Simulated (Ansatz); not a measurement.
**C5H8CuFN2: a ladder of functionals and wavefunction methods**

An exercise on one series of results from a longer session: the logs are not shown, and one member is left open.

Program: Ansatz 0.2.0, Gaussian basis. Level of theory: functionals in def2-TZVPP, the program's frozen cores in correlated methods. These are calculated values, not measurements.

Levels to be run: LDA (SPW92), PBE-D4, revPBE-D4, BLYP-D4, r2SCAN-D4, B97M-V, PBE0-D4, B3LYP-D4, r2SCANh-D4, r2SCAN0-D4, HSE06-D4, BHLYP-D4, CAM-B3LYP-D4, LC-ωPBE, ωB97X-V, ωB97M-V, B2PLYP, PBE-QIDH; CCSD(T)/def2-SVP; CCSD(T)/def2-TZVPP; MP2/def2-QZVPP; extrapolation to the limit; RPA on PBE.

## The geometry

The geometry comes from an earlier relaxation with PBE0-D4 in a triple-zeta def2 set; it is a stationary point, not always the lowest conformer.

SMILES `Cn1ccn(C)[c+]1[Cu-][F]`, 17 atoms, charge 0, spin multiplicity 1.

Atoms are counted from 1 here; the program's logs count them from 0.

Bond lengths: C1–N2 1.444 Å, C1–H10 1.091 Å, C1–H11 1.091 Å, C1–H12 1.089 Å, N2–C3 1.374 Å, N2–C7 1.352 Å, C3–C4 1.350 Å, C3–H13 1.077 Å, C4–N5 1.374 Å, C4–H14 1.077 Å, N5–C6 1.444 Å, N5–C7 1.352 Å, C6–H15 1.091 Å, C6–H16 1.091 Å, C6–H17 1.089 Å, C7–Cu8 1.864 Å, Cu8–F9 1.773 Å. Angles: N2–C1–H10 110.5°, N2–C1–H11 110.4°, N2–C1–H12 108.1°, H10–C1–H11 109.4°, H10–C1–H12 109.2°, H11–C1–H12 109.3°, C1–N2–C3 124.5°, C1–N2–C7 124.0°, C3–N2–C7 111.5°, N2–C3–C4 106.5°, N2–C3–H13 122.7°, C4–C3–H13 130.8°, C3–C4–N5 106.5°, C3–C4–H14 130.8°, N5–C4–H14 122.7°, C4–N5–C6 124.5°, C4–N5–C7 111.5°, C6–N5–C7 124.0° and more.

Set-up of the first run:

in.yaml

```yaml
crystal:
  periodic: [false, false, false]
  atoms:
    - {symbol: C, position_ang: [2.104425, -0.874549, -0.879492]}
    - {symbol: N, position_ang: [0.732432, -0.461646, -0.698242]}
    - {symbol: C, position_ang: [-0.250786, -0.588481, -1.649068]}
    - {symbol: C, position_ang: [-1.379624, -0.087775, -1.103295]}
    - {symbol: N, position_ang: [-1.049499, 0.329582, 0.163074]}
    - {symbol: C, position_ang: [-1.976183, 0.928189, 1.095077]}
    - {symbol: C, position_ang: [0.256438, 0.105858, 0.432995]}
    - {symbol: Cu, position_ang: [1.185571, 0.491152, 2.002350]}
    - {symbol: F, position_ang: [2.068900, 0.857487, 3.495426]}
    - {symbol: H, position_ang: [2.567488, -0.313045, -1.692636]}
    - {symbol: H, position_ang: [2.153890, -1.941810, -1.101155]}
    - {symbol: H, position_ang: [2.642252, -0.674593, 0.045820]}
    - {symbol: H, position_ang: [-0.069705, -1.017431, -2.619981]}
    - {symbol: H, position_ang: [-2.374229, 0.003849, -1.505577]}
    - {symbol: H, position_ang: [-2.781721, 0.231295, 1.332382]}
    - {symbol: H, position_ang: [-2.399039, 1.842809, 0.676339]}
    - {symbol: H, position_ang: [-1.430609, 1.169128, 2.005983]}
basis:
  gaussian: {orbitals: def2-TZVPP}
hamiltonian: {xc: lda}
output: {orbitals: {seedname: orbitals}}
```

Run with:

```
> ansatz run in.yaml --threads 4 --pin off --events-out ev --progress --plain --max-ram 66560MiB --backend cuda --devices 0, --max-vram 37GiB
```

Steps of the session up to this table: LDA; PBE-D4 (GGA); revPBE-D4 (GGA); BLYP-D4 (GGA); r2SCAN-D4 (meta-GGA); B97M-V (meta-GGA); PBE0-D4 (hybrid); B3LYP-D4 (hybrid); r2SCANh-D4 (hybrid); r2SCAN0-D4 (hybrid); HSE06-D4 (hybrid); BHLYP-D4 (hybrid); CAM-B3LYP-D4 (range-separated); LC-ωPBE (range-separated); ωB97X-V (range-separated); ωB97M-V (range-separated); B2PLYP (double hybrid); PBE-QIDH (double hybrid).

One of the session's tables, all rows but one given; the rest of the session is left out.

It belongs to the step «Frontier levels by functional». 

| functional | HOMO (eV) | gap (eV) |
| --- | --- | --- |
| LDA (SPW92) | -5.06 | 3.58 |
| PBE-D4 | -4.76 | 3.53 |
| revPBE-D4 | -4.64 | 3.51 |
| BLYP-D4 | -4.68 | 3.57 |
| r2SCAN-D4 | -4.81 | 3.75 |
| B97M-V | -4.80 | 3.74 |
| PBE0-D4 | -6.04 | 5.72 |
| B3LYP-D4 | -5.87 | 5.31 |
| r2SCANh-D4 | -5.33 | 4.60 |
| r2SCAN0-D4 | -6.14 | 5.91 |
| HSE06-D4 | ? | ? |
| BHLYP-D4 | -7.40 | 8.09 |
| CAM-B3LYP-D4 | -7.56 | 8.32 |
| LC-ωPBE | -8.86 | 10.76 |
| ωB97X-V | -8.52 | 10.34 |
| ωB97M-V | -8.55 | 10.26 |

**Question.** Estimate the row for HSE06-D4.

As computed: HOMO (eV): -5.62; gap (eV): 4.93. In the column «HOMO (eV)» it lies between B3LYP-D4 (-5.87) and r2SCANh-D4 (-5.33).
